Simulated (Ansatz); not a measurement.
# F₃HSeSn: up Jacob's ladder to CCSD(T)

The task here is to estimate one member of a computed series from the others.

The runs use Ansatz 0.2.0, Gaussian basis; functionals in def2-TZVPP, the program's frozen cores in correlated methods.

Levels to be run: LDA (SPW92), PBE-D4, revPBE-D4, BLYP-D4, r2SCAN-D4, B97M-V, PBE0-D4, B3LYP-D4, r2SCANh-D4, r2SCAN0-D4, HSE06-D4, BHLYP-D4, CAM-B3LYP-D4, LC-ωPBE, ωB97X-V, ωB97M-V, B2PLYP, PBE-QIDH; CCSD(T)/def2-SVP; CCSD(T)/def2-TZVPP; MP2/def2-QZVPP; extrapolation to the limit; RPA on PBE.

**The geometry**

All runs share one geometry, relaxed beforehand with PBE0-D4 in a triple-zeta def2 set. Sn takes the def2 core potential; no spin-orbit term is included.

SMILES `[F][Sn]([F])([F])[SeH]`, 6 atoms, charge 0, spin multiplicity 1.

Atoms are counted from 1 here; the program's logs count them from 0.

Bond lengths: F1–Sn2 1.893 Å, Sn2–F3 1.891 Å, Sn2–F4 1.893 Å, Sn2–Se5 2.472 Å, Se5–H6 1.472 Å. Angles: F1–Sn2–F3 106.1°, F1–Sn2–F4 103.2°, F1–Sn2–Se5 114.9°, F3–Sn2–F4 106.0°, F3–Sn2–Se5 110.8°, F4–Sn2–Se5 115.0°, Sn2–Se5–H6 89.2°.

Set-up of the first run:

File in.yaml:

```yaml
crystal:
  periodic: [false, false, false]
  atoms:
    - {symbol: F, position_ang: [-0.672322, -0.947253, 1.659920]}
    - {symbol: Sn, position_ang: [0.275898, -0.418869, 0.109409]}
    - {symbol: F, position_ang: [2.079638, -0.903629, 0.407363]}
    - {symbol: F, position_ang: [-0.369673, -1.603290, -1.218246]}
    - {symbol: Se, position_ang: [0.094516, 1.981497, -0.453832]}
    - {symbol: H, position_ang: [-1.366057, 1.827443, -0.550715]}
basis:
  gaussian: {orbitals: def2-TZVPP}
hamiltonian: {xc: lda}
output: {orbitals: {seedname: orbitals}}
```

On the command line:

```sh
$ ansatz run in.yaml --threads 4 --pin off --events-out ev --progress --plain --max-ram 10444MiB
```

Steps of the session up to this table: LDA; PBE-D4 (GGA); revPBE-D4 (GGA); BLYP-D4 (GGA); r2SCAN-D4 (meta-GGA); B97M-V (meta-GGA); B3LYP-D4 (hybrid); r2SCANh-D4 (hybrid); r2SCAN0-D4 (hybrid); HSE06-D4 (hybrid); BHLYP-D4 (hybrid); CAM-B3LYP-D4 (range-separated); LC-ωPBE (range-separated); ωB97X-V (range-separated); ωB97M-V (range-separated); B2PLYP (double hybrid); PBE-QIDH (double hybrid).

One of the session's tables, all rows but one given; the rest of the session is left out.

It belongs to the step «Frontier levels by functional». 

| functional | HOMO (eV) | LUMO (eV) | gap (eV) |
| --- | --- | --- | --- |
| LDA (SPW92) | -7.48 | -4.27 | 3.21 |
| PBE-D4 | -7.29 | -3.88 | 3.40 |
| revPBE-D4 | -7.22 | -3.75 | 3.47 |
| BLYP-D4 | -7.13 | -3.85 | 3.28 |
| r2SCAN-D4 | ? | ? | ? |
| B97M-V | -7.64 | -3.62 | 4.03 |
| PBE0-D4 | -8.54 | -2.99 | 5.55 |
| B3LYP-D4 | -8.29 | -3.32 | 4.97 |
| r2SCANh-D4 | -8.07 | -3.38 | 4.68 |
| r2SCAN0-D4 | -8.75 | -2.89 | 5.86 |
| HSE06-D4 | -8.14 | -3.36 | 4.78 |
| BHLYP-D4 | -9.62 | -2.07 | 7.56 |
| CAM-B3LYP-D4 | -9.86 | -2.03 | 7.83 |
| LC-ωPBE | -11.23 | -0.73 | 10.51 |
| ωB97X-V | -10.87 | -0.84 | 10.03 |
| ωB97M-V | -10.73 | -0.96 | 9.77 |

Q: Estimate the row for r2SCAN-D4 from the others.

Worked estimate for «HOMO (eV)». Against the share of exact exchange, r2SCANh-D4 (0.1, -8.07), r2SCAN0-D4 (0.25, -8.75) give a slope of -4.53 per unit share; at 0 the line stands at -7.62.

The run gave: HOMO (eV): -7.61; LUMO (eV): -3.71; gap (eV): 3.90. In «HOMO (eV)» the line misses by -0.01.
